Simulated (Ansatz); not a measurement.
# Nb: a trigonal deformation path

One table from this session's results is given with a row withheld; the runs are named, their logs left out.

Computed with Ansatz 0.2.0 (DFT PBEsol, scalar-relativistic, plane waves, PAW, unless a step's input says otherwise).

## The starting structure

Symmetry: Fm-3m, No. 225, cubic system. The conventional cell has a = 4.230 Å, b = 4.230 Å, c = 4.230 Å, α = 90.00°, β = 90.00°, γ = 90.00°. Nb (site symmetry m-3m) has 12 Nb at 2.99 Å in its first shell of neighbours.

Structure file:

```
Nb
1.0
     0.00000    2.11500    2.11500
     2.11500    0.00000    2.11500
     2.11500    2.11500    0.00000
Nb
1
Cartesian
  0.0000 0.0000 0.0000
```

No relaxation comes first: the listed cell is the starting point.

## Zero of energy

Reference values: F = -4495.0961 eV; pressure -6.85 GPa; largest force 0.000 eV/Å; gap on the mesh none (metal). It was computed beforehand with the settings of the runs below.

The first run:

At fixed volume and fractional coordinates, lengths along (0.577, 0.577, 0.577) are scaled against those across it; ρ is that ratio over its starting value.

Input file input.yaml:

```yaml
crystal:
  lattice:
    - [-0.8882443402, 1.7764886804, 1.7764886804]
    - [1.7764886804, -0.8882443402, 1.7764886804]
    - [1.7764886804, 1.7764886804, -0.8882443402]
  atoms:
    - { symbol: Nb, position: [0.0, 0.0, 0.0] }
basis:
  ecutwfc: 420
kpoints:
  mp_grid: { grid: [22, 22, 22] }
hamiltonian:
  xc: pbesol
scf:
  occupations: { method: gaussian, width: 0.15 }
output:
  forces: true
  stress: true
  eigenvalues: true
```

Run with:

```
$ ansatz run input.yaml --threads 1 --pin off --max-ram 2560MiB --backend cpu --events-out ev --progress --plain --runs-dir out
```

Among the steps run: At ρ = 0.500; At ρ = 2.000; Point ρ = 0.710; Point ρ = 1.410; Point ρ = 0.600; Point ρ = 0.850; ρ = 1.200; At ρ = 1.700; At ρ = 0.930; Point ρ = 1.080.

One table of the session follows, with a row left open; its other results are not shown here.

The scan, with free energies counted from the undisturbed cell:

```
    ρ  ΔE (meV/atom)  pressure (GPa)
0.500          660.7             3.3
0.600          400.8            -0.9
0.710           51.5            -6.2
0.850          -54.5            -8.4
0.930          -15.4            -7.6
1.000            0.0            -6.8
1.080              ?               ?
1.200           -2.4            -6.1
1.410          334.4             2.6
1.700         1220.1            23.7
2.000         2421.3            53.8
```

**Question.** Estimate the row for ρ = 1.080.

Worked estimate for «ΔE (meV/atom)». A straight line through the neighbours (1.000, 0.0) and (1.200, -2.4) gives 0.0 + (-2.4 − 0.0) × (1.080 − 1.000) / (1.200 − 1.000) = -1.0; a parabola fitted to 4 rows on both sides gives -43.9.

**Answer.** ΔE (meV/atom): -17.7; pressure (GPa): -7.2. In «ΔE (meV/atom)» the line misses by +16.7 and the parabola by -26.2. Between these rows the values bend or scatter more than so simple an estimate can follow.
